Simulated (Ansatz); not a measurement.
# ClH₃InN: a ladder of functionals and wavefunction methods

How much do the methods differ for ClH₃InN? The plan is to run it at one geometry with functionals of several rungs and with coupled cluster. The yardstick is the atomisation energy at the CCSD(T) limit.

Program: Ansatz 0.2.0, Gaussian basis. Level of theory: functionals in def2-TZVPP, the program's frozen cores in correlated methods. These are calculated values, not measurements.

Plan: LDA (SPW92), PBE-D4, revPBE-D4, BLYP-D4, r2SCAN-D4, B97M-V, PBE0-D4, B3LYP-D4, r2SCANh-D4, r2SCAN0-D4, HSE06-D4, BHLYP-D4, CAM-B3LYP-D4, LC-ωPBE, ωB97X-V, ωB97M-V, B2PLYP, PBE-QIDH; CCSD(T)/def2-SVP; CCSD(T)/def2-TZVPP; CCSD(T)/def2-QZVPP; extrapolation to the limit; RPA on PBE.

### 1 Structure used throughout

An earlier PBE0-D4 in a triple-zeta def2 set relaxation fixed the geometry. In takes the def2 core potential; no spin-orbit term is included.

SMILES `[NH2][InH][Cl]`, 6 atoms, charge 0, spin multiplicity 1.

Atoms are counted from 1 here; the program's logs count them from 0.

Bond lengths: N1–In2 1.995 Å, N1–H4 1.007 Å, N1–H5 1.008 Å, In2–Cl3 2.339 Å, In2–H6 1.693 Å. Angles: In2–N1–H4 121.6°, In2–N1–H5 118.5°, H4–N1–H5 111.0°, N1–In2–Cl3 109.2°, N1–In2–H6 131.5°, Cl3–In2–H6 119.1°.

### 2 LDA

This LDA is Slater exchange with PW92 correlation.

Input file in.yaml:

```yaml
crystal:
  periodic: [false, false, false]
  atoms:
    - {symbol: N, position_ang: [-1.020817, 0.188086, -0.504109]}
    - {symbol: In, position_ang: [0.792063, 0.148642, 0.327859]}
    - {symbol: Cl, position_ang: [0.990842, -1.771034, 1.649202]}
    - {symbol: H, position_ang: [-1.219397, 0.761364, -1.308183]}
    - {symbol: H, position_ang: [-1.558226, -0.664540, -0.526779]}
    - {symbol: H, position_ang: [2.057534, 1.273382, 0.315810]}
basis:
  gaussian: {orbitals: def2-TZVPP}
hamiltonian: {xc: lda}
output: {orbitals: {seedname: orbitals}}
```

Run with:

```sh
ansatz run in.yaml --threads 2 --pin off --events-out ev --progress --plain --max-ram 20480MiB --backend cpu
```

The runs that follow: PBE-D4 (GGA); revPBE-D4 (GGA); BLYP-D4 (GGA); r2SCAN-D4 (meta-GGA); B97M-V (meta-GGA); B3LYP-D4 (hybrid); r2SCANh-D4 (hybrid); r2SCAN0-D4 (hybrid); HSE06-D4 (hybrid); BHLYP-D4 (hybrid); CAM-B3LYP-D4 (range-separated); LC-ωPBE (range-separated); ωB97X-V (range-separated); ωB97M-V (range-separated); B2PLYP (double hybrid); PBE-QIDH (double hybrid); CCSD(T) in def2-SVP; CCSD(T) in def2-TZVPP; CCSD(T) in def2-QZVPP; RPA on PBE orbitals.

Before running them: what should the planned runs give, taken together? Wanted: atomisation energy, CCSD(T)/CBS; farthest beyond LDA; mean size of error, GGA; mean size of error, meta-GGA; mean size of error, hybrid; mean size of error, range-separated; mean size of error, double hybrid; gap, smallest and largest; T1 diagnostic.

The runs gave:

| quantity | value |
| --- | --- |
| atomisation energy, CCSD(T)/CBS | 390.7 kcal/mol |
| functionals within 3.9 kcal/mol (1.0 %) | PBE-D4, B97M-V, CAM-B3LYP-D4, ωB97X-V, ωB97M-V |
| farthest beyond LDA | BHLYP-D4 (-18.6 kcal/mol) |
| mean size of error, GGA | 6.8 kcal/mol |
| mean size of error, meta-GGA | 2.8 kcal/mol |
| mean size of error, hybrid | 10.2 kcal/mol |
| mean size of error, range-separated | 2.2 kcal/mol |
| mean size of error, double hybrid | 10.2 kcal/mol |
| gap, smallest and largest | 4.14 eV (BLYP-D4), 11.02 eV (LC-ωPBE) |
| T1 diagnostic | 0.0142 |
| triples share of the correlation energy | 3.5 % |

What this shows: The LDA atomisation energy is off by 55.5 kcal/mol (14 %): it overbinds. PBE-D4 misses by +0.2 kcal/mol. Double hybrids carry the basis error of their MP2 part in triple zeta, and no dispersion term here, so their miss is partly the set-up's. The rungs range-separated, meta-GGA miss on average by less than the doubt on the reference (3.9 kcal/mol), so they tie. The reference freezes the cores and leaves out spin-orbit coupling and excitations past (T), and its outer-core shells are covered unevenly, so misses under about 3.9 kcal/mol can't be ranked. All levels share the lack of spin-orbit coupling, which lowers the free heavy atoms and so the true binding. Hartree-Fock recovers 66 % of the binding; the rest is correlation. CCSD(T) in def2-SVP is off by -39.4 kcal/mol, which most functionals beat. Orbital gaps span 4.1 to 11.0 eV; exact exchange widens them. Correlated methods include outer-core shells of In, which these sets cover unevenly.
